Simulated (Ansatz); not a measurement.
**C2H8BFSi: one species, many methods**

How much do the methods differ for C2H8BFSi? The plan is to run it at one geometry with functionals of several rungs and with coupled cluster, and see how far each lands from CCSD(T) at the basis-set limit for the atomisation energy.

Computed with Ansatz 0.2.0, Gaussian basis. Level: functionals in def2-TZVPP, the program's frozen cores in correlated methods.

The runs, in order: LDA (SPW92), PBE-D4, revPBE-D4, BLYP-D4, r2SCAN-D4, B97M-V, PBE0-D4, B3LYP-D4, r2SCANh-D4, r2SCAN0-D4, HSE06-D4, BHLYP-D4, CAM-B3LYP-D4, LC-ωPBE, ωB97X-V, ωB97M-V, B2PLYP, PBE-QIDH; CCSD(T)/def2-SVP; CCSD(T)/def2-TZVPP; MP2/def2-QZVPP; extrapolation to the limit; RPA on PBE.

## (1) Structure used throughout

All runs share one geometry, relaxed beforehand with PBE0-D4 in a triple-zeta def2 set.

SMILES `CB(C)[SiH2]F`, 13 atoms, charge 0, spin multiplicity 1.

Atoms are counted from 1 here; the program's logs count them from 0.

Bond lengths: C1–B2 1.558 Å, C1–H6 1.103 Å, C1–H7 1.093 Å, C1–H8 1.092 Å, B2–C3 1.562 Å, B2–Si4 2.021 Å, C3–H9 1.094 Å, C3–H10 1.092 Å, C3–H11 1.103 Å, Si4–F5 1.612 Å, Si4–H12 1.492 Å, Si4–H13 1.492 Å. Angles: B2–C1–H6 104.8°, B2–C1–H7 114.5°, B2–C1–H8 114.9°, H6–C1–H7 106.4°, H6–C1–H8 105.1°, H7–C1–H8 110.1°, C1–B2–C3 121.1°, C1–B2–Si4 120.9°, C3–B2–Si4 118.0°, B2–C3–H9 113.6°, B2–C3–H10 116.3°, B2–C3–H11 104.6°, H9–C3–H10 109.6°, H9–C3–H11 105.8°, H10–C3–H11 106.0°, B2–Si4–F5 112.5°, B2–Si4–H12 111.8°, B2–Si4–H13 111.1° and more.

As a file:

```xyz
13

C    -1.1825   -0.3267    1.1299
B    -0.0266   -0.1640    0.0981
C     0.9362   -1.3492   -0.2282
Si    0.2613    1.5864   -0.8699
F    -0.6925    2.7620   -0.3150
H    -2.0754   -0.5439    0.5198
H    -1.0637   -1.1703    1.8154
H    -1.4325    0.5785    1.6875
H     0.4823   -2.3340   -0.0832
H     1.4336   -1.3154   -1.2003
H     1.7369   -1.2738    0.5260
H     1.6668    2.0687   -0.7372
H    -0.0234    1.4470   -2.3281
```

## (2) LDA

This LDA is Slater exchange with PW92 correlation.

Contents of in.yaml:

```yaml
crystal:
  periodic: [false, false, false]
  atoms:
    - {symbol: C, position_ang: [-1.182471, -0.326728, 1.129859]}
    - {symbol: B, position_ang: [-0.026578, -0.163956, 0.098051]}
    - {symbol: C, position_ang: [0.936227, -1.349248, -0.228174]}
    - {symbol: Si, position_ang: [0.261334, 1.586374, -0.869874]}
    - {symbol: F, position_ang: [-0.692539, 2.761967, -0.314992]}
    - {symbol: H, position_ang: [-2.075445, -0.543912, 0.519797]}
    - {symbol: H, position_ang: [-1.063672, -1.170332, 1.815383]}
    - {symbol: H, position_ang: [-1.432489, 0.578549, 1.687531]}
    - {symbol: H, position_ang: [0.482305, -2.334035, -0.083205]}
    - {symbol: H, position_ang: [1.433591, -1.315396, -1.200269]}
    - {symbol: H, position_ang: [1.736902, -1.273757, 0.525981]}
    - {symbol: H, position_ang: [1.666759, 2.068719, -0.737214]}
    - {symbol: H, position_ang: [-0.023424, 1.446954, -2.328075]}
basis:
  gaussian: {orbitals: def2-TZVPP}
hamiltonian: {xc: lda}
output: {orbitals: {seedname: orbitals}}
```

The run is started by

```bash
> ansatz run in.yaml --threads 4 --pin off --events-out ev --progress --plain --max-ram 10444MiB
```

After this run come: PBE-D4 (GGA); revPBE-D4 (GGA); BLYP-D4 (GGA); r2SCAN-D4 (meta-GGA); B97M-V (meta-GGA); B3LYP-D4 (hybrid); r2SCANh-D4 (hybrid); r2SCAN0-D4 (hybrid); HSE06-D4 (hybrid); BHLYP-D4 (hybrid); CAM-B3LYP-D4 (range-separated); LC-ωPBE (range-separated); ωB97X-V (range-separated); ωB97M-V (range-separated); B2PLYP (double hybrid); PBE-QIDH (double hybrid); CCSD(T) in def2-SVP; CCSD(T) in def2-TZVPP; MP2 in def2-QZVPP; RPA on PBE orbitals.

Before running them: what should the planned runs give, taken together? Wanted: atomisation energy, CCSD(T)/CBS; farthest beyond LDA; mean size of error, GGA; mean size of error, meta-GGA; mean size of error, hybrid; mean size of error, range-separated; mean size of error, double hybrid; gap, smallest and largest; T1 diagnostic.

As calculated:

| quantity | value |
| --- | --- |
| atomisation energy, CCSD(T)/CBS | 50.214 eV |
| functionals within 0.251 eV (0.5 %) | BLYP-D4, PBE0-D4, B3LYP-D4, r2SCANh-D4, r2SCAN0-D4, HSE06-D4, LC-ωPBE, ωB97X-V, ωB97M-V, PBE-QIDH |
| farthest beyond LDA | BHLYP-D4 (-0.797 eV) |
| mean size of error, GGA | 0.412 eV |
| mean size of error, meta-GGA | 0.310 eV |
| mean size of error, hybrid | 0.238 eV |
| mean size of error, range-separated | 0.202 eV |
| mean size of error, double hybrid | 0.273 eV |
| gap, smallest and largest | 3.82 eV (LDA (SPW92)), 11.15 eV (LC-ωPBE) |
| T1 diagnostic | 0.0112 |
| triples share of the correlation energy | 3.3 % |

What this shows: The LDA atomisation energy is off by 6.206 eV (12 %): it overbinds. PBE-D4 is off by +0.576 eV. Double hybrids carry the basis error of their MP2 part in triple zeta, and no dispersion term here, so their miss is partly the set-up's. The rungs range-separated, hybrid miss on average by less than the doubt on the reference (0.251 eV), so they tie. Misses under about 0.251 eV are within the doubt on the reference itself, which lacks core-valence correlation, relativity and higher excitations. Hartree-Fock recovers 77 % of the binding; the rest is correlation. CCSD(T) in def2-SVP is off by -2.442 eV, so the small basis spoils what the method gains. Orbital gaps span 3.8 to 11.2 eV; exact exchange widens them.
